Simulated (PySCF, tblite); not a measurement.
**C7H11N3: geometry, infrared bands and NMR shifts**

Aim: predict the infrared bands and NMR shifts of C7H11N3 (`Cc1cnc(C(C)C)nn1`).

Computed with tblite 0.8.0 and PySCF 2.14.0, with density-fitted response routines of our own, on a single molecule in the gas phase. Atoms count from 0, in the outputs and in this text.

### Step 1. The molecule as given

21 atoms, charge 0, multiplicity 1; geometry from: force field or distance geometry start.

Bonds of the start (Å): C0–C1 1.50, C1–C2 1.38, C2–N3 1.36, N3–C4 1.33, C4–C5 1.51, C5–C6 1.53, C5–C7 1.52, C4–N8 1.36, N8–N9 1.35, N9–C1 1.33, C0–H10 1.09, C0–H11 1.09, C0–H12 1.08, C2–H13 1.08, C5–H14 1.10, C6–H15 1.09, C6–H16 1.10, C6–H17 1.10, C7–H18 1.09, C7–H19 1.10, C7–H20 1.10.

### Step 2. Optimising the geometry with GFN2-xTB

Job settings and geometry (Å):

```
{"job": {"kind": "relax", "xc": "GFN2-xTB", "basis": "xTB"}, "charge": 0, "multiplicity": 1}
C      3.806200    -0.220000    -0.375600
C      2.311500    -0.062700    -0.304300
C      1.590800    -0.624500     0.735300
N      0.241400    -0.493700     0.821000
C     -0.346000     0.204700    -0.149900
C     -1.848100     0.390500    -0.130800
C     -2.272800     1.160700     1.118100
C     -2.553900    -0.950300    -0.218400
N      0.336800     0.765800    -1.184400
N      1.680600     0.629100    -1.251400
H      4.066000    -1.277100    -0.442800
H      4.268000     0.216100     0.511500
H      4.189100     0.293200    -1.249100
H      2.059200    -1.190600     1.522300
H     -2.136300     0.996000    -1.001000
H     -1.770300     2.128900     1.192200
H     -2.036800     0.607900     2.041500
H     -3.354400     1.336300     1.109800
H     -2.259800    -1.493100    -1.120700
H     -2.331200    -1.593800     0.644200
H     -3.648800    -0.806600    -0.257400
```

Run with:

```sh
OMP_NUM_THREADS=1 python probes_run.py task.json out
```

The driver reads the jobs from task.json and runs them one after another.

**Question.** This job is followed by: GFN2-xTB harmonic vibrations, gas phase; GIAO PBE0/pcSseg-1 NMR shielding, non-relativistic, gas phase. What will the session give for the following? strongest single infrared mode (GFN2-xTB); zero-point energy (GFN2-xTB); ¹³C shifts against TMS (PBE0/pcSseg-1, means over atoms taken as alike); ¹H shifts against TMS (PBE0/pcSseg-1, means over atoms taken as alike); ¹⁵N shifts against NH3 (PBE0/pcSseg-1).

As calculated:

| quantity | value |
| --- | --- |
| strongest single infrared mode (GFN2-xTB) | 1403 cm⁻¹, 94 km/mol |
| zero-point energy (GFN2-xTB) | 107.9 kcal/mol |
| ¹³C shifts against TMS (PBE0/pcSseg-1, means over atoms taken as alike) | 178.2, 162.5, 154.0, 40.4, 24.8, 22.1 ppm |
| ¹H shifts against TMS (PBE0/pcSseg-1, means over atoms taken as alike) | 8.62, 3.70, 2.89, 1.44 ppm |
| ¹⁵N shifts against NH3 (PBE0/pcSseg-1) | 482.6, 428.7, 323.9 ppm |

Over 42 steps the energy fell by 0.209 eV; of the close pairs, N8–N9 changed most, 1.352 to 1.303 Å. All 57 modes are real, so the xTB geometry is a minimum. The strongest single mode, at 1403 cm⁻¹, is spread over many atoms; the largest shares are those of C1, C0. GFN2-xTB is a fitted tight-binding method: band positions and strengths are rough. Its intensities can rank the bands wrongly. At PBE0/pcSseg-1: Shielding is most anisotropic at N9 (span 883 ppm, paramagnetic term -542 ppm). NICS(1)zz of -25 ppm above the planar ring from C1 marks a diatropic (aromatic) ring current.
